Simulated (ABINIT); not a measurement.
The system is IrRu.

```
Ir Ru
1.0
     1.34814    0.77835    4.42578
    -1.34814    0.77835    4.42578
     0.00000   -1.55670    4.42578
Ir Ru
1 1
Direct
  0.00000 0.00000 0.00000
  0.50000 0.50000 0.50000
```

The cell comes from a database or a generator and needn't be the stable form of this composition.

* Program: ABINIT 10.8.3 (patched build)
* Task: relaxation of cell and atoms
* Functional: PBEsol
* Potentials or basis: JTH PAW PBE v2.0
* Cutoff: 435 eV
* k mesh: 11 × 11 × 11
* Occupations: fermi-dirac, width 0.05 eV
* Spin: no spin polarisation

At the start: pressure -5.6 GPa; volume 13.93 Å³/atom.

Q: How do energy, volume and symmetry change on relaxing?

A: Over 5 steps the energy falls by 4.2 meV/atom and the volume is 13.71 Å³/atom (-1.6 %); space group R-3m (No. 166, to 0.05 Å).

Step by step:
| step | energy change (eV) | largest force (eV/Å) | pressure (GPa) | volume (Å³) |
| --- | --- | --- | --- | --- |
| 1 | 0.0000 | 0.0000 | -5.61 | 27.86 |
| 2 | -0.0083 | 0.0000 | 0.50 | 27.39 |
| 3 | -0.0084 | 0.0000 | 0.04 | 27.42 |
| 4 | -0.0084 | 0.0000 | -0.02 | 27.43 |
| 5 | -0.0084 | 0.0000 | 0.00 | 27.43 |

Final structure:
```cif
data_structure
_symmetry_space_group_name_H-M 'P 1'
_symmetry_Int_Tables_number 1
_cell_length_a 4.6553
_cell_length_b 4.6553
_cell_length_c 4.6553
_cell_angle_alpha 33.535
_cell_angle_beta 33.535
_cell_angle_gamma 33.535
_cell_volume 27.43
loop_
_atom_site_label
_atom_site_type_symbol
_atom_site_fract_x
_atom_site_fract_y
_atom_site_fract_z
_atom_site_occupancy
Ir1 Ir 0.00000 0.00000 0.00000 1
Ru1 Ru 0.50000 0.50000 0.50000 1
```

Caveat: the PAW data sets were made with another functional, which shifts forces and pressure a little.
